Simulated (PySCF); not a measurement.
# C2H4GeN2Si: the cost of one run

The runs use PySCF 2.14.0, with density-fitted response routines of our own; the level of theory stands in each step. All values are computed, except where a source is named. Atoms count from 0, in the outputs and in this text.

## Step 1: The molecule as given

10 atoms, charge 0, multiplicity 1; geometry from: GFN2-xTB. The atoms were then displaced at random by about 0.01 Å, so the start is not that level's minimum.

Bonds of the start (Å): N0–C1 1.14, C1–Si2 1.86, Si2–Ge3 2.39, Ge3–C4 1.88, C4–N5 1.15, Si2–H6 1.45, Si2–H7 1.48, Ge3–H8 1.52, Ge3–H9 1.50.

## Step 2: Geometry optimisation at PBE0-D3(BJ)/def2-SVP

The job: settings as JSON, then the geometry in Å.

```
{"job": {"xc": "PBE0", "basis": "def2-SVP", "d3": "d3bj", "grid": 1, "shake": 0.01, "kind": "geom"}, "charge": 0, "multiplicity": 1}
N     -3.381180    -0.563650     0.671690
C     -2.443430     0.021210     0.411040
Si    -0.859780     0.895190    -0.011060
Ge     0.772230    -0.798400    -0.406890
C      2.489910    -0.044060    -0.497910
N      3.519920     0.465100    -0.531110
H     -1.095660     1.701500    -1.195260
H     -0.484590     1.713320     1.163320
H      0.893080    -1.865140     0.663590
H      0.639930    -1.546010    -1.699820
```

Run with:

```sh
$ OMP_NUM_THREADS=1 python probes_run.py task.json out
```

The driver reads the jobs from task.json and runs them one after another.

**Question.** How long does this first job take on 1 thread of Arm Neoverse V2, shared host, and how much memory does it need?

About 46 s, with a peak of 0.52 GiB.
